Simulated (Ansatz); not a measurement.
Crystal: CsLiCr2Te2S3.

```xyz
9
Lattice="3.6036 0.0000 0.0000 -1.8018 3.1208 0.0000 0.0000 0.0000 19.0665" Properties=species:S:1:pos:R:3 pbc="T T T"
Cs    0.0000    0.0000    7.1307
Li    1.8018    1.0403    0.3064
Cr    0.0000    0.0000   16.5187
Cr    0.0000    2.0805    3.2095
Te    0.0000    2.0805   10.2751
Te    1.8018    1.0403   14.7338
S     0.0000    0.0000    1.9124
S     0.0000    2.0805   17.7166
S     1.8018    1.0403    4.4631
```

The cell was built by a generator and needn't be a form met in nature.

| Quantity | Value |
| --- | --- |
| Program | Ansatz 0.2.0 |
| Task | relaxation of cell and atoms |
| Functional | LDA |
| Potentials or basis | Ansatz PAW |
| Cutoff | 420 eV (not typed: the program's choice for these potentials) |
| k mesh | 6 × 6 × 1 |
| Occupations | fermi-dirac, width 0.05 eV |
| Spin | collinear spin, ferromagnetic start |
| Starting moments | [0.0, 0.0, 3.0, 3.0, 0.0, 0.0, 0.0, 0.0, 0.0] μB |

At the start: volume 23.82 Å³/atom.

Question: How do energy, volume and symmetry change on relaxing?

Answer: It ends after 8 steps and the volume is 20.86 Å³/atom (-12.4 %); space group P3m1 (No. 156, to 0.05 Å); moment 5.46 μB per cell.

The path:
```tsv
step	energy change (eV)	largest force (eV/Å)	volume (Å³)
1	0.0000	0.6483	214.42
2	-0.2866	0.8587	195.68
3	-0.3577	0.2376	189.18
4	-0.3690	0.0652	186.05
5	-0.3707	0.0515	188.53
6	-0.3716	0.0145	187.88
7	-0.3717	0.0023	187.76
8	-0.3678	0.0023	187.76
```

Final structure:
```
Cs Li Cr Te S
1.0
     3.49389    0.00000    0.00000
    -1.74695    3.02580    0.00000
     0.00000    0.00000   17.76024
Cs Li Cr Te S
1 1 2 2 3
Direct
  0.00000 0.00000 0.38310
  0.66667 0.33333 0.01255
  0.00000 0.00000 0.85801
  0.33333 0.66667 0.17035
  0.33333 0.66667 0.55754
  0.66667 0.33333 0.75904
  0.00000 0.00000 0.09822
  0.33333 0.66667 0.92201
  0.66667 0.33333 0.23920
```

Caveat: the plane-wave basis is chosen anew once the cell has moved, so the energies of steps on either side of that aren't comparable; only a ferromagnetic start was run, and an antiferromagnetic order may lie lower in energy; the PAW data sets come from PBE, with cores solved anew for the run's functional, which leaves a small shift of forces and pressure.
